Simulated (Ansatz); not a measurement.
I need a comparison of enthalpies under pressure of two structures of Ru. Use Ansatz's Python interface. Use (first run): LDA, PAW, cutoff 460 eV, 7×7×7 k-points, Fermi-Dirac smearing of 0.1 eV.

The script, `transition_ru.py`:
```python
"""Enthalpies of two structures of Ru under pressure."""

import logging
import sys

import ansatz as az
import numpy as np

logging.basicConfig(stream=sys.stdout, format="%(name)s: %(message)s")
logger = logging.getLogger("run")
logger.setLevel(logging.INFO)

XC = "lda"
SCF_TOL = 1e-06
MAX_SCF = 60
CUTOFF_EV = 460
KSPACING = 0.3
OCCUPATIONS = "fermi_dirac"
SIGMA = 0.1


def diamond(A, a):
    return (
        az.Lattice.fcc(a)
        .space_group(227, origin_choice=1)
        .atom(A, (0, 0, 0))
        .primitive()
    )


def bcc(first, a):
    return az.Crystal.bcc(first, a=a)


def ground_state(name, crystal, pressure=0.0):
    calc = (
        crystal.calculation()
        .functional(XC)
        .accuracy("low")  # preset for grids and thresholds
        .mixing("anderson", preconditioner="kerker_dos")
        .scf(tolerance=SCF_TOL, max_iterations=MAX_SCF)
        .basis(CUTOFF_EV)
        .kpoints(spacing=KSPACING)  # the mesh must be finer for metals
        .occupations(OCCUPATIONS, width=SIGMA)  # smearing steadies the SCF of a metal
    )
    calc = calc.relax(force_tolerance=0.02, cell=True, pressure=pressure)
    return calc.run(threads=1)


def volume_per_atom(outcome):
    return abs(np.linalg.det(outcome.lattice.cell_ang)) / len(outcome.lattice.sites)

phases = {}
phases["diamond"] = diamond("Ru", 5.21)
phases["bcc"] = bcc("Ru", 3.01)

# enthalpy per atom at each pressure
pressures = [0, 5, 10, 20]
enthalpy, volume = {name: [] for name in phases}, {name: [] for name in phases}
for p in pressures:
    for name, crystal in phases.items():
        o = ground_state(name, crystal, pressure=p)
        volume[name].append(volume_per_atom(o))
        enthalpy[name].append(o.report["energy_sigma0_ev"] / len(o.lattice.sites) + p * volume[name][-1] / 160.21766)
gap = np.array(enthalpy["bcc"]) - np.array(enthalpy["diamond"])
rows = [(p, va, vb, 1000 * d) for p, va, vb, d in zip(pressures, volume["diamond"], volume["bcc"], gap)]
logger.info("   P (GPa)  V diamond (A^3/atom)  V bcc (A^3/atom)  H(bcc) - H(diamond) (meV/atom)")
for row in rows:
    logger.info(f"{row[0]:10d}  {row[1]:20.3f}  {row[2]:16.3f}  {row[3]:+30.1f}")
crossings = [p0 - g0 * (p1 - p0) / (g1 - g0) for p0, p1, g0, g1 in zip(pressures, pressures[1:], gap, gap[1:]) if g0 * g1 < 0]
print("crossing near", [round(float(p), 1) for p in crossings], "GPa") if crossings else print("no crossing in this range")
```

Running `python transition_ru.py` prints:
```text
DeckWarning: scf.convergence.dr2_threshold = 1e-6 eV is looser than this run's default, which is 1e-7 eV or tighter. The error in the forces grows as the threshold's square root, so leave the key out unless less accurate forces are enough
DeckWarning: relax.cell: scf.convergence.dr2_threshold = 1e-6 eV is looser than the 2e-10 eV advised for a relaxation that steers and ends on the stress (1e-10 eV for each atom of the cell: 2). What an SCF threshold leaves in a stress goes as its square root, and in the free energy as the threshold itself, and one threshold admits the most on a small cell: of the crystals measured, under no hybrid functional and no lock of the moments, on runs that ended without the residual-converged pass, on [...]
DeckWarning: relax.cell: scf.convergence.dr2_threshold = 1e-6 eV is looser than the 1e-10 eV advised for a relaxation that steers and ends on the stress (1e-10 eV for each atom of the cell: 1). What an SCF threshold leaves in a stress goes as its square root, and in the free energy as the threshold itself, and one threshold admits the most on a small cell: of the crystals measured, under no hybrid functional and no lock of the moments, on runs that ended without the residual-converged pass, on [...]
run:    P (GPa)  V diamond (A^3/atom)  V bcc (A^3/atom)  H(bcc) - H(diamond) (meV/atom)
run:          0                19.219            13.513                          -716.0
run:          5                18.754            13.315                          -890.1
run:         10                18.344            13.133                         -1056.4
run:         20                17.649            12.808                         -1370.2
no crossing in this range
```
(Warnings from the package without file and line, shortened.)

These settings explore the input space; cutoff and mesh may be short of convergence. At a fixed pressure a relaxation lowers the enthalpy F + PV, while F alone can rise. For the metals among these phases the mesh is modest: differences between phases can be off by up to 40 meV an atom. Only these two structures are compared, at zero temperature and with their symmetry kept; either may be hypothetical, and another phase may be lower than both. Differences under about 40 meV an atom lie within the error of mesh and functional. The cells are prototypes set up for this calculation and needn't exist. Timing: 23 s on 1 thread of Arm Neoverse V1, on a shared host, peak memory 0.36 GiB.

(Lines on the test bed's own set-up are left out of the output.)
